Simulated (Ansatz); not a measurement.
**Cu4Pt27, 31 atoms: a scaling test**

To be measured: the time of a single point at PBEsol on Cu4Pt27, and how the time changes with the share of the machine.

Program: Ansatz 0.2.0 (single point, PBEsol, plane waves PAW). Host: AMD EPYC 7R13 (Zen 3), 96 cores, 96 hardware threads, 1656 GiB, 8 × H100 80GB HBM3, 81559 MiB; it was booked for these runs alone, one at a time. Each run is timed once from launch to exit, start-up included.

## (1) The system

The cell holds 31 atoms in 477 Å³, 2×2×1 copies of a database cell, with one atom taken out.

## (2) Baseline

Contents of input.yaml:

```yaml
crystal:
  lattice:
    - [0.000000, 7.812802, 7.812802]
    - [7.812802, 0.000000, 7.812802]
    - [3.906401, 3.906401, 0.000000]
  atoms:
    - { symbol: Cu, position: [0.250000, 0.250000, 0.500000] }
    - { symbol: Pt, position: [0.000000, 0.000000, 0.000000] }
    - { symbol: Pt, position: [0.000000, 0.250000, 0.000000] }
    - { symbol: Pt, position: [0.250000, 0.000000, 0.000000] }
    - { symbol: Pt, position: [0.000000, 0.250000, 0.500000] }
    - { symbol: Pt, position: [0.000000, 0.000000, 0.500000] }
    - { symbol: Pt, position: [0.250000, 0.250000, 0.000000] }
    - { symbol: Cu, position: [0.250000, 0.750000, 0.500000] }
    - { symbol: Pt, position: [0.000000, 0.500000, 0.000000] }
    - { symbol: Pt, position: [0.000000, 0.750000, 0.000000] }
    - { symbol: Pt, position: [0.250000, 0.500000, 0.000000] }
    - { symbol: Pt, position: [0.000000, 0.750000, 0.500000] }
    - { symbol: Pt, position: [0.250000, 0.500000, 0.500000] }
    - { symbol: Pt, position: [0.000000, 0.500000, 0.500000] }
    - { symbol: Pt, position: [0.250000, 0.750000, 0.000000] }
    - { symbol: Cu, position: [0.750000, 0.250000, 0.500000] }
    - { symbol: Pt, position: [0.500000, 0.000000, 0.000000] }
    - { symbol: Pt, position: [0.500000, 0.250000, 0.000000] }
    - { symbol: Pt, position: [0.750000, 0.000000, 0.000000] }
    - { symbol: Pt, position: [0.500000, 0.250000, 0.500000] }
    - { symbol: Pt, position: [0.750000, 0.000000, 0.500000] }
    - { symbol: Pt, position: [0.500000, 0.000000, 0.500000] }
    - { symbol: Pt, position: [0.750000, 0.250000, 0.000000] }
    - { symbol: Cu, position: [0.750000, 0.750000, 0.500000] }
    - { symbol: Pt, position: [0.500000, 0.500000, 0.000000] }
    - { symbol: Pt, position: [0.500000, 0.750000, 0.000000] }
    - { symbol: Pt, position: [0.750000, 0.500000, 0.000000] }
    - { symbol: Pt, position: [0.500000, 0.750000, 0.500000] }
    - { symbol: Pt, position: [0.750000, 0.500000, 0.500000] }
    - { symbol: Pt, position: [0.500000, 0.500000, 0.500000] }
    - { symbol: Pt, position: [0.750000, 0.750000, 0.000000] }
kpoints:
  mp_grid: { grid: [2, 2, 4] }
basis: { ecutwfc: 300 }
hamiltonian:
  xc: pbesol
scf:
  occupations: { method: fermi_dirac, width: 0.1 }
  mixing: { preconditioner: local_kerker }
output: { forces: true, stress: true, eigenvalues: true }
```

On the command line:

```bash
> ansatz run input.yaml --backend cuda --devices 8 --events-out ev --progress --plain --runs-dir out
```

Standard output, shortened:

```text
Warning: basis.ecutwfc = 300 eV is below the records' recommended 420 eV, and the density's cutoff is lower with it unless basis.ecutrho_ratio is high enough to keep the records' density cutoff: compare with a run at a
GPUs: using 8 of 8 available (devices: 8).
k-points: dealt over 8 devices, a pool of host workers to each (8+8+8+8+8+8+8+8)
[...]
Pseudopotentials: kind: paw
Pseudopotential: Cu, paw, valence charge 19, recommended cutoff 420 eV (normal), Cu.paw.azcp
Pseudopotential: Pt, paw, valence charge 18, recommended cutoff 420 eV (normal), Pt.paw.azcp
Functional definition: PBEsol
[...]
device memory: the entry about to start is reckoned to put 4.54 GiB on the device at index 1 of the run's devices, which reports 78.63 GiB free (of the 8 devices that it runs on, the one named has the least room for its share)
GPU FFT provider: cuFFT
GPU libraries: cuBLAS 13.8.2, cuFFT 12.4.0, cuSOLVER 12.3.4
Crystal: 31 atoms, lattice volume = 476.892 Å³
Basis set: ecut = 300 eV, 5607 PW (Γ), exchange–correlation on 128×128×64 points (8 copies of the dense FFT grid, shifted against one another)
Bands: 338, of which v1, the nominal top of the filled ones, is band 281 counted from 1 (280 counted from 0)
Symmetry: 2 space group operations
Space group: P-1 (ITA 2), of the structure as read, at distance tolerance 7.8e-5 Å
[...]
GPU buffer pool allocated for 131072 grid points (all kernels)
GPU transforms: local potential and band sums: pruned to the plane-wave sphere, on 64×64×32
[...]
  max vram       79.18 GiB (total)
  phases
    scf            device
    dense_eigh     device
    forces_stress  device
  fallbacks
    stability_check_xc_evaluation host — XC above basis.xc_grid: 1 evaluates on host in the SCFs that minimise by scf.algorithm: direct_min and in their checks; else in an SCF that is set to minimise its free energy behind a close of the run, in any other SCF
    density_cutoff_stress         host — no device kernel
    force_stress_xc_reevaluation  host — on the device where it can take copies there, else on the host; finer_xc_grid_close says which and why
    other_force_stress_terms      host — no device kernel
  kind                      count      payload host-blocked
  setup_upload                  2      4.1 MiB       0.001s
  buffer_upload              5447    737.8 MiB       0.397s
  buffer_download             776    578.5 MiB       0.225s
  v_eff_upload                198    198.0 MiB       0.040s
  xc_evaluation                97     14.9 MiB       0.014s
  one_centre_xc                34     18.3 MiB       0.005s
  density_spectrum_g0          18        288 B       0.003s
  norm_readback              1967      8.5 MiB       0.167s
  ritz_readback               308      2.4 MiB       1.070s
  host_view                   874     64.7 MiB       0.056s
  aug_readback                 31      1.1 MiB       0.008s
  total                      9752     1.59 GiB       1.983s
Peak device memory allocated by the engine, per device (the device's total in use is higher: libraries, any emulation workspace, the driver and other processes add to it):
  device         0  1.58 GiB
  device         1  2.31 GiB
  device         2  1.49 GiB
  device         3  2.31 GiB
  device         4  1.49 GiB
  device         5  2.31 GiB
  device         6  1.49 GiB
  device         7  2.31 GiB
```

Wall time 7.2 s, CPU time 16 s, peak memory 2.9 GiB, 3.4 GiB on the fullest card, 16 SCF iterations in all (8 GPUs, 48 threads).

Size of the job: 12 k-points, 5607 plane waves, 338 bands, 562 valence electrons, 2 symmetry operations.

Where the time went (the program's own counters):

```csv
phase,seconds,share of the wall time
diag,0.33,5 %
potential,0.16,2 %
stress,0.096,1 %
density,0.094,1 %
mixing,0.02,0 %
```

## (3) On 1 GPU, 48 threads

input.yaml is that of step 2.

On the command line:

```bash
> ansatz run input.yaml --backend cuda --devices 1 --events-out ev --progress --plain --runs-dir out
```

Standard output, shortened:

```text
Warning: basis.ecutwfc = 300 eV is below the records' recommended 420 eV, and the density's cutoff is lower with it unless basis.ecutrho_ratio is high enough to keep the records' density cutoff: compare with a run at a
GPUs: using 1 of 8 available (devices: 1); idle: GPUs 1, 2, 3, 4, 5, 6, 7 (numbered from 0).
[...]
Pseudopotentials: kind: paw
Pseudopotential: Cu, paw, valence charge 19, recommended cutoff 420 eV (normal), Cu.paw.azcp
Pseudopotential: Pt, paw, valence charge 18, recommended cutoff 420 eV (normal), Pt.paw.azcp
Functional definition: PBEsol
[...]
device memory: the entry about to start is reckoned to put 21.1 GiB on a device that reports 78.6 GiB free
GPU FFT provider: cuFFT
GPU libraries: cuBLAS 13.8.2, cuFFT 12.4.0, cuSOLVER 12.3.4
Crystal: 31 atoms, lattice volume = 476.892 Å³
Basis set: ecut = 300 eV, 5607 PW (Γ), exchange–correlation on 128×128×64 points (8 copies of the dense FFT grid, shifted against one another)
[...]
SCF iter  16: F=-360714.077703 eV  HF=-360714.077703 eV  |F-HF|=1.37e-8  |Δ(HF+E_count)|=   6.49e-8  Δρ=1.47e-6  dr2=1.81e-8  ethr=1.78e-11  ⟨swp⟩=2.0  Hψ=9454  notcnv=0
[...]
SCF converged after 16 iterations
Free energy (F): -360714.077703 eV
[...]
E sigma→0 (E₀):  -360713.315974 eV
Entropy (-TS):   -1.523458 eV (-49.144 meV/atom)
Fermi energy:    20.960301 eV
[...]
--- Forces (eV/Å), atoms counted from 1 ---
  atom   1  Cu    -0.15527450     0.02391534    -0.17473512
  atom   2  Pt    -0.37463286     0.09444493     0.49440212
  atom   3  Pt    -0.23727409     0.31677710    -0.02469523
  atom   4  Pt     0.00000000     0.00000000     0.00000000
  atom   5  Pt    -0.39513261     0.20597109    -0.08328811
  atom   6  Pt     0.02373475     0.09905071     0.36153086
  atom   7  Pt    -0.09938951     0.14149542    -0.38998051
  atom   8  Cu     0.15527450    -0.02391534     0.17473512
[...]
[... 18 lines ...]
       -6.882356      -0.016632       0.118426
       -0.016632      -6.795096      -0.004896
        0.118426      -0.004896      -6.962795
  P = ⅓ Tr σ = -6.8801 GPa (-68.801 kbar)
--- Band table (eV; the first three rows and the last of 12) ---
[... band rows left out ...]
[...]
```

Wall time 2.9 s, CPU time 13 s, peak memory 1.4 GiB, 14 GiB on the fullest card, 16 SCF iterations in all (1 GPU, 48 threads).

## (4) Scaling over GPUs

| GPUs | wall time | speed-up | efficiency | CPU time |
| --- | --- | --- | --- | --- |
| 1 | 2.9 s | 1 | 100 % | 13 s |
| 8 | 7.2 s | 0.41 | 5 % | 16 s |

## (5) Outcome

| quantity | value |
| --- | --- |
| reference | 7.2 s on 8 GPUs, 48 threads |
| fastest over GPUs | 2.9 s on 1 |
| speed-up from 1 to 8 GPUs | 0.41 (5 % efficient) |

**Reading.** 8 GPUs are no faster than 1: the job is too small for them. At a few seconds, start-up and serial parts weigh heavily. The figures hold for this build, input and host.
